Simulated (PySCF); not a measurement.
# A gas-phase reaction: CH4OZn + ClH → CH3ClZn + H2O

Wanted: the reaction energy for `[CH3][Zn][OH]` + `Cl` → `[CH3][Zn][Cl]` + `O`.

Computed with PySCF 2.14.0; each step states its level. No surroundings beyond the atoms listed, unless a continuum is named. Atoms count from 0, parts from 1.

## 1. Starting point

Each species was relaxed by itself at PBE0-D3(BJ)/def2-SVPD.

## 2. Reaction energy: wB97M-D3(BJ)/def2-TZVPD

The job: settings as JSON, then the geometry in Å.

```
{"job": {"kind": "react", "xc": "wB97M-D3(BJ)", "basis": "def2-TZVPD"}, "charge": 0, "multiplicity": 1}
-1 CH4OZn charge 0 multiplicity 1
C      1.243170     0.025300    -0.032270
Zn    -0.675880    -0.090980    -0.057590
O     -2.448610    -0.303090    -0.181460
H      1.609360     0.747490    -0.776840
H      1.698310    -0.950200    -0.260370
H      1.613570     0.343060     0.953580
H     -3.039940     0.228390     0.354980

-1 ClH charge 0 multiplicity 1
Cl     0.644720     0.002840    -0.002540
H     -0.643480    -0.001050     0.003190

+1 CH3ClZn charge 0 multiplicity 1
C     -0.581090     0.547180     0.072120
Zn     0.813700    -0.766740    -0.099330
Cl     2.364720    -2.225390    -0.292130
H     -0.500950     1.308700    -0.717230
H     -1.572860     0.078700    -0.008000
H     -0.523740     1.057580     1.044380

+1 H2O charge 0 multiplicity 1
O     -0.001100     0.389390    -0.001640
H     -0.762330    -0.196840     0.002810
H      0.763460    -0.192520    -0.001180
```

Method: wB97M-D3(BJ)/def2-TZVPD reaction energy of separated species, gas phase.

Launch:

```bash
$ OMP_NUM_THREADS=1 python cluster_run.py task.json out
```

One launch serves the whole session: the jobs run in the order shown.

The log of the run:

```text
species 1 (CH4OZn)
coarse grid: 27688 points
cycle   1  E = -1895.0822427353  dE = -2.301e-01  |g| = 1.094e+00  |ddm| = 2.269e+00
cycle   2  E = -1894.8994573602  dE =  1.828e-01  |g| = 1.758e+00  |ddm| = 2.076e+00
cycle   3  E = -1895.2497297300  dE = -3.503e-01  |g| = 6.211e-02  |ddm| = 9.356e-01
cycle   4  E = -1895.2505954763  dE = -8.657e-04  |g| = 4.621e-02  |ddm| = 1.087e-01
cycle   5  E = -1895.2508941568  dE = -2.987e-04  |g| = 1.506e-02  |ddm| = 4.856e-02
cycle   6  E = -1895.2509433147  dE = -4.916e-05  |g| = 5.278e-03  |ddm| = 2.803e-02
cycle   7  E = -1895.2509515513  dE = -8.237e-06  |g| = 1.333e-03  |ddm| = 8.570e-03
final grid: 56944 points
cycle   8  E = -1895.2508372833  dE = -6.611e-07  |g| = 7.789e-04  |ddm| = 4.909e-03
cycle   9  E = -1895.2508373916  dE = -1.083e-07  |g| = 8.934e-04  |ddm| = 1.628e-03
cycle  10  E = -1895.2508374889  dE = -9.728e-08  |g| = 1.806e-04  |ddm| = 4.847e-04
cycle  11  E = -1895.2508374974  dE = -8.481e-09  |g| = 1.163e-04  |ddm| = 3.455e-04
cycle  12  E = -1895.2508375018  dE = -4.379e-09  |g| = 9.045e-06  |ddm| = 3.793e-04
cycle  13  E = -1895.2508375018  dE = -1.364e-11  |g| = 4.592e-06  |ddm| = 1.499e-05
converged SCF energy = -1895.2508375018

species 2 (ClH)
coarse grid: 8792 points
cycle   1  E = -460.8503331666  dE = -8.165e-02  |g| = 2.169e-01  |ddm| = 7.239e-01
cycle   2  E = -460.8625127099  dE = -1.218e-02  |g| = 1.397e-01  |ddm| = 2.651e-01
cycle   3  E = -460.8670521219  dE = -4.539e-03  |g| = 1.358e-02  |ddm| = 9.818e-02
cycle   4  E = -460.8670932048  dE = -4.108e-05  |g| = 3.364e-03  |ddm| = 9.545e-03
cycle   5  E = -460.8670994532  dE = -6.248e-06  |g| = 8.516e-04  |ddm| = 3.915e-03
final grid: 17120 points
cycle   6  E = -460.8670682145  dE = -3.716e-07  |g| = 3.676e-04  |ddm| = 8.894e-04
cycle   7  E = -460.8670682608  dE = -4.628e-08  |g| = 1.618e-04  |ddm| = 3.981e-04
cycle   8  E = -460.8670682673  dE = -6.570e-09  |g| = 4.221e-05  |ddm| = 1.295e-04
cycle   9  E = -460.8670682686  dE = -1.315e-09  |g| = 3.977e-06  |ddm| = 6.532e-05
cycle  10  E = -460.8670682686  dE = -4.889e-12  |g| = 8.167e-07  |ddm| = 3.314e-06
converged SCF energy = -460.8670682686

species 3 (CH3ClZn)
coarse grid: 26352 points
cycle   1  E = -2279.5971693652  dE = -2.594e-01  |g| = 8.374e-01  |ddm| = 2.124e+00
cycle   2  E = -2279.5472636279  dE =  4.991e-02  |g| = 1.369e+00  |ddm| = 1.807e+00
cycle   3  E = -2279.6782185407  dE = -1.310e-01  |g| = 7.605e-02  |ddm| = 6.269e-01
cycle   4  E = -2279.6797982809  dE = -1.580e-03  |g| = 2.483e-02  |ddm| = 1.149e-01
cycle   5  E = -2279.6799835250  dE = -1.852e-04  |g| = 5.553e-03  |ddm| = 4.997e-02
cycle   6  E = -2279.6800059541  dE = -2.243e-05  |g| = 1.355e-03  |ddm| = 2.515e-02
cycle   7  E = -2279.6800070340  dE = -1.080e-06  |g| = 4.623e-04  |ddm| = 4.828e-03
final grid: 52112 points
cycle   8  E = -2279.6798810035  dE = -1.188e-07  |g| = 3.157e-04  |ddm| = 5.067e-03
cycle   9  E = -2279.6798810068  dE = -3.321e-09  |g| = 4.466e-04  |ddm| = 7.209e-04
cycle  10  E = -2279.6798810206  dE = -1.376e-08  |g| = 5.670e-05  |ddm| = 1.881e-04
cycle  11  E = -2279.6798810214  dE = -8.204e-10  |g| = 2.609e-05  |ddm| = 7.980e-05
converged SCF energy = -2279.6798810214

species 4 (H2O)
coarse grid: 10128 points
cycle   1  E = -76.4117499936  dE = -7.453e-02  |g| = 5.872e-01  |ddm| = 8.994e-01
cycle   2  E = -76.4087430058  dE =  3.007e-03  |g| = 6.461e-01  |ddm| = 5.038e-01
cycle   3  E = -76.4759334136  dE = -6.719e-02  |g| = 2.731e-02  |ddm| = 2.374e-01
cycle   4  E = -76.4760586159  dE = -1.252e-04  |g| = 5.497e-03  |ddm| = 1.609e-02
cycle   5  E = -76.4760672927  dE = -8.677e-06  |g| = 8.214e-04  |ddm| = 5.831e-03
final grid: 21952 points
cycle   6  E = -76.4760629992  dE = -1.975e-07  |g| = 5.842e-04  |ddm| = 1.373e-03
cycle   7  E = -76.4760630061  dE = -6.840e-09  |g| = 6.465e-04  |ddm| = 6.469e-04
cycle   8  E = -76.4760630697  dE = -6.362e-08  |g| = 3.198e-05  |ddm| = 2.235e-04
cycle   9  E = -76.4760630705  dE = -8.223e-10  |g| = 4.134e-06  |ddm| = 1.105e-04
converged SCF energy = -76.4760630705

Reaction energy = -23.902 kcal/mol
```

It took 14 s on 1 thread of Arm Neoverse V2, shared host; peak memory 0.59 GiB.

Species by species (with the dispersion term, which the log's SCF energies lack):

| ν | species | energy (Eh) | HOMO (eV) |
| --- | --- | --- | --- |
| -1 | [CH3][Zn][OH] | -1895.25552 | -10.57 |
| -1 | Cl | -460.86761 | -11.93 |
| +1 | [CH3][Zn][Cl] | -2279.68441 | -10.90 |
| +1 | O | -76.47682 | -11.72 |

## 3. Energies of the species: PBE0-D3(BJ)/def2-TZVPD

Same as in step 2 but for these lines:

```diff
@@ -1,2 +1,2 @@
-{"job": {"kind": "react", "xc": "wB97M-D3(BJ)", "basis": "def2-TZVPD"}, "charge": 0, "multiplicity": 1}
+{"job": {"kind": "react", "xc": "PBE0", "basis": "def2-TZVPD", "disp": "d3bj"}, "charge": 0, "multiplicity": 1}
 -1 CH4OZn charge 0 multiplicity 1
```

Level: PBE0-D3(BJ)/def2-TZVPD reaction energy of separated species, gas phase.

The log of the run:

```text
species 1 (CH4OZn)
coarse grid: 27688 points
cycle   1  E = -1894.6027150914  dE = -2.103e-01  |g| = 1.263e+00  |ddm| = 2.636e+00
cycle   2  E = -1893.7091730134  dE =  8.935e-01  |g| = 2.741e+00  |ddm| = 3.150e+00
cycle   3  E = -1894.8000903307  dE = -1.091e+00  |g| = 3.043e-01  |ddm| = 2.140e+00
cycle   4  E = -1894.8145186086  dE = -1.443e-02  |g| = 1.834e-01  |ddm| = 3.799e-01
cycle   5  E = -1894.8189502299  dE = -4.432e-03  |g| = 3.574e-02  |ddm| = 9.675e-02
cycle   6  E = -1894.8191787100  dE = -2.285e-04  |g| = 1.225e-02  |ddm| = 3.266e-02
cycle   7  E = -1894.8192032666  dE = -2.456e-05  |g| = 1.539e-03  |ddm| = 8.865e-03
cycle   8  E = -1894.8192036842  dE = -4.176e-07  |g| = 2.105e-04  |ddm| = 1.799e-03
final grid: 56944 points
cycle   9  E = -1894.8191829789  dE = -7.981e-09  |g| = 3.365e-04  |ddm| = 3.200e-03
cycle  10  E = -1894.8191829449  dE =  3.403e-08  |g| = 6.748e-04  |ddm| = 5.673e-04
cycle  11  E = -1894.8191829923  dE = -4.737e-08  |g| = 2.448e-05  |ddm| = 3.399e-04
cycle  12  E = -1894.8191829923  dE = -9.140e-11  |g| = 1.127e-05  |ddm| = 2.630e-05
converged SCF energy = -1894.8191829923

species 2 (ClH)
coarse grid: 2248 points
cycle   1  E = -460.6537841404  dE = -4.644e-02  |g| = 1.882e-01  |ddm| = 7.411e-01
cycle   2  E = -460.6558528919  dE = -2.069e-03  |g| = 1.902e-01  |ddm| = 3.151e-01
cycle   3  E = -460.6653816661  dE = -9.529e-03  |g| = 1.506e-02  |ddm| = 1.513e-01
cycle   4  E = -460.6654037233  dE = -2.206e-05  |g| = 2.693e-03  |ddm| = 7.323e-03
cycle   5  E = -460.6654052711  dE = -1.548e-06  |g| = 1.111e-03  |ddm| = 2.553e-03
final grid: 17120 points
cycle   6  E = -460.6658903263  dE = -4.429e-06  |g| = 2.164e-03  |ddm| = 7.339e-03
cycle   7  E = -460.6658903558  dE = -2.956e-08  |g| = 1.795e-03  |ddm| = 2.512e-03
cycle   8  E = -460.6658909734  dE = -6.176e-07  |g| = 1.533e-04  |ddm| = 1.363e-03
cycle   9  E = -460.6658909803  dE = -6.902e-09  |g| = 2.148e-05  |ddm| = 1.086e-04
cycle  10  E = -460.6658909804  dE = -1.047e-10  |g| = 4.933e-06  |ddm| = 1.682e-05
converged SCF energy = -460.6658909804

species 3 (CH3ClZn)
coarse grid: 26352 points
cycle   1  E = -2279.0242598475  dE = -2.774e-01  |g| = 1.013e+00  |ddm| = 2.535e+00
cycle   2  E = -2278.8073837156  dE =  2.169e-01  |g| = 1.951e+00  |ddm| = 2.611e+00
cycle   3  E = -2279.1405438270  dE = -3.332e-01  |g| = 1.077e-01  |ddm| = 1.414e+00
cycle   4  E = -2279.1430914444  dE = -2.548e-03  |g| = 4.653e-02  |ddm| = 1.916e-01
cycle   5  E = -2279.1434884355  dE = -3.970e-04  |g| = 7.410e-03  |ddm| = 3.902e-02
cycle   6  E = -2279.1434974692  dE = -9.034e-06  |g| = 3.114e-03  |ddm| = 9.288e-03
final grid: 52112 points
cycle   7  E = -2279.1434851962  dE =  1.586e-06  |g| = 4.254e-03  |ddm| = 7.870e-03
cycle   8  E = -2279.1434814794  dE =  3.717e-06  |g| = 6.447e-03  |ddm| = 9.297e-03
cycle   9  E = -2279.1434888066  dE = -7.327e-06  |g| = 8.660e-04  |ddm| = 5.335e-03
cycle  10  E = -2279.1434888787  dE = -7.211e-08  |g| = 8.016e-05  |ddm| = 5.098e-04
cycle  11  E = -2279.1434888799  dE = -1.213e-09  |g| = 8.367e-06  |ddm| = 5.868e-05
cycle  12  E = -2279.1434888799  dE = -1.364e-11  |g| = 3.923e-06  |ddm| = 1.585e-05
converged SCF energy = -2279.1434888799

species 4 (H2O)
coarse grid: 2328 points
cycle   1  E = -76.3044307363  dE = -5.298e-03  |g| = 6.571e-01  |ddm| = 9.011e-01
cycle   2  E = -76.1882122257  dE =  1.162e-01  |g| = 1.036e+00  |ddm| = 7.256e-01
cycle   3  E = -76.3820302111  dE = -1.938e-01  |g| = 3.132e-02  |ddm| = 4.396e-01
cycle   4  E = -76.3822125136  dE = -1.823e-04  |g| = 5.864e-03  |ddm| = 1.606e-02
cycle   5  E = -76.3822176524  dE = -5.139e-06  |g| = 7.850e-04  |ddm| = 2.507e-03
final grid: 21952 points
cycle   6  E = -76.3808944188  dE = -1.510e-05  |g| = 3.449e-03  |ddm| = 9.315e-03
cycle   7  E = -76.3808924513  dE =  1.968e-06  |g| = 4.754e-03  |ddm| = 3.323e-03
cycle   8  E = -76.3808961708  dE = -3.719e-06  |g| = 2.517e-04  |ddm| = 1.965e-03
cycle   9  E = -76.3808961814  dE = -1.061e-08  |g| = 2.399e-05  |ddm| = 1.101e-04
cycle  10  E = -76.3808961815  dE = -1.121e-10  |g| = 3.293e-06  |ddm| = 1.516e-05
converged SCF energy = -76.3808961815

Reaction energy = -24.858 kcal/mol
```

Wall time 7.5 s (1 thread of Arm Neoverse V2, shared host); peak memory 0.57 GiB.

Reaction energy at this level: -24.86 kcal/mol.

## 4. Reaction energy: MP2/def2-TZVPD

Same as in step 3 but for these lines:

```diff
@@ -1,2 +1,2 @@
-{"job": {"kind": "react", "xc": "PBE0", "basis": "def2-TZVPD", "disp": "d3bj"}, "charge": 0, "multiplicity": 1}
+{"job": {"kind": "react", "xc": "MP2", "basis": "def2-TZVPD"}, "charge": 0, "multiplicity": 1}
 -1 CH4OZn charge 0 multiplicity 1
```

With the program's defaults for keys left out, this is: MP2/def2-TZVPD reaction energy of separated species, gas phase.

The log of the run:

```text
species 1 (CH4OZn)
final grid: 56944 points
cycle   1  E = -1892.8172214326  dE = -3.081e-01  |g| = 6.932e-01  |ddm| = 2.152e+00
cycle   2  E = -1892.8648670080  dE = -4.765e-02  |g| = 6.242e-01  |ddm| = 1.056e+00
cycle   3  E = -1892.9170950321  dE = -5.223e-02  |g| = 6.796e-02  |ddm| = 2.971e-01
cycle   4  E = -1892.9182757965  dE = -1.181e-03  |g| = 4.710e-02  |ddm| = 1.253e-01
cycle   5  E = -1892.9186132895  dE = -3.375e-04  |g| = 8.630e-03  |ddm| = 5.001e-02
cycle   6  E = -1892.9186523371  dE = -3.905e-05  |g| = 2.591e-03  |ddm| = 2.344e-02
cycle   7  E = -1892.9186572369  dE = -4.900e-06  |g| = 8.033e-04  |ddm| = 9.071e-03
cycle   8  E = -1892.9186576357  dE = -3.988e-07  |g| = 2.141e-04  |ddm| = 2.253e-03
cycle   9  E = -1892.9186576611  dE = -2.540e-08  |g| = 3.763e-05  |ddm| = 6.875e-04
cycle  10  E = -1892.9186576620  dE = -8.981e-10  |g| = 1.157e-05  |ddm| = 1.236e-04
converged SCF energy = -1892.9186576620

species 2 (ClH)
final grid: 17120 points
cycle   1  E = -460.0817350354  dE = -1.009e-01  |g| = 2.132e-01  |ddm| = 7.101e-01
cycle   2  E = -460.0969051090  dE = -1.517e-02  |g| = 8.401e-02  |ddm| = 2.053e-01
cycle   3  E = -460.0986384846  dE = -1.733e-03  |g| = 1.826e-02  |ddm| = 5.472e-02
cycle   4  E = -460.0988470510  dE = -2.086e-04  |g| = 6.315e-03  |ddm| = 1.638e-02
cycle   5  E = -460.0988770509  dE = -3.000e-05  |g| = 1.289e-03  |ddm| = 7.398e-03
cycle   6  E = -460.0988782669  dE = -1.216e-06  |g| = 2.808e-04  |ddm| = 1.659e-03
cycle   7  E = -460.0988783202  dE = -5.326e-08  |g| = 4.150e-05  |ddm| = 4.895e-04
cycle   8  E = -460.0988783209  dE = -7.338e-10  |g| = 7.806e-06  |ddm| = 6.177e-05
converged SCF energy = -460.0988783209

species 3 (CH3ClZn)
final grid: 52112 points
cycle   1  E = -2276.9508920546  dE = -2.673e-01  |g| = 4.403e-01  |ddm| = 2.012e+00
cycle   2  E = -2276.9858681709  dE = -3.498e-02  |g| = 4.314e-01  |ddm| = 9.096e-01
cycle   3  E = -2277.0008311844  dE = -1.496e-02  |g| = 5.972e-02  |ddm| = 1.838e-01
cycle   4  E = -2277.0020065279  dE = -1.175e-03  |g| = 2.311e-02  |ddm| = 1.174e-01
cycle   5  E = -2277.0022114445  dE = -2.049e-04  |g| = 5.654e-03  |ddm| = 4.437e-02
cycle   6  E = -2277.0022330062  dE = -2.156e-05  |g| = 1.657e-03  |ddm| = 1.705e-02
cycle   7  E = -2277.0022352957  dE = -2.289e-06  |g| = 6.459e-04  |ddm| = 5.493e-03
cycle   8  E = -2277.0022355155  dE = -2.198e-07  |g| = 1.402e-04  |ddm| = 1.656e-03
cycle   9  E = -2277.0022355297  dE = -1.416e-08  |g| = 2.781e-05  |ddm| = 5.429e-04
cycle  10  E = -2277.0022355303  dE = -6.730e-10  |g| = 8.192e-06  |ddm| = 1.036e-04
converged SCF energy = -2277.0022355303

species 4 (H2O)
final grid: 21952 points
cycle   1  E = -76.0248949830  dE = -1.467e-01  |g| = 4.364e-01  |ddm| = 8.776e-01
cycle   2  E = -76.0503809681  dE = -2.549e-02  |g| = 2.594e-01  |ddm| = 2.972e-01
cycle   3  E = -76.0608898987  dE = -1.051e-02  |g| = 2.594e-02  |ddm| = 1.025e-01
cycle   4  E = -76.0610472560  dE = -1.574e-04  |g| = 5.694e-03  |ddm| = 1.523e-02
cycle   5  E = -76.0610616232  dE = -1.437e-05  |g| = 1.176e-03  |ddm| = 5.302e-03
cycle   6  E = -76.0610625128  dE = -8.897e-07  |g| = 2.235e-04  |ddm| = 1.658e-03
cycle   7  E = -76.0610625495  dE = -3.670e-08  |g| = 3.304e-05  |ddm| = 3.733e-04
cycle   8  E = -76.0610625502  dE = -6.656e-10  |g| = 4.159e-06  |ddm| = 3.886e-05
converged SCF energy = -76.0610625502

Reaction energy = -22.340 kcal/mol
```

It took 4 s on 1 thread of Arm Neoverse V2, shared host; peak memory 0.43 GiB.

Reaction energy at this level: -22.34 kcal/mol.

## 5. Comparing the runs

Energies in kcal/mol, with wall time:

```
                    run  reaction   time
wB97M-D3(BJ)/def2-TZVPD    -23.90   14 s
 PBE0-D3(BJ)/def2-TZVPD    -24.86  7.5 s
         MP2/def2-TZVPD    -22.34    4 s
```

## 6. What came out

| quantity | value |
| --- | --- |
| reaction energy (wB97M-D3(BJ)/def2-TZVPD) | -23.90 kcal/mol |
| ΔH, ΔG at 298 K (xTB thermal terms) | -21.0, -21.4 kcal/mol |
| range of the reaction energy over the runs of this table | -24.86 to -22.34 kcal/mol |

What this shows: The reaction is exothermic by 21.0 kcal/mol in the gas phase; dispersion gives -0.03, and xTB itself gave -20.07 for the electronic energy (xTB energies and thermal terms come from the earlier relaxation of each species, not shown). No barrier was sought. The reaction energy runs from -24.86 (PBE0-D3(BJ)/def2-TZVPD) to -22.34 kcal/mol (MP2/def2-TZVPD).
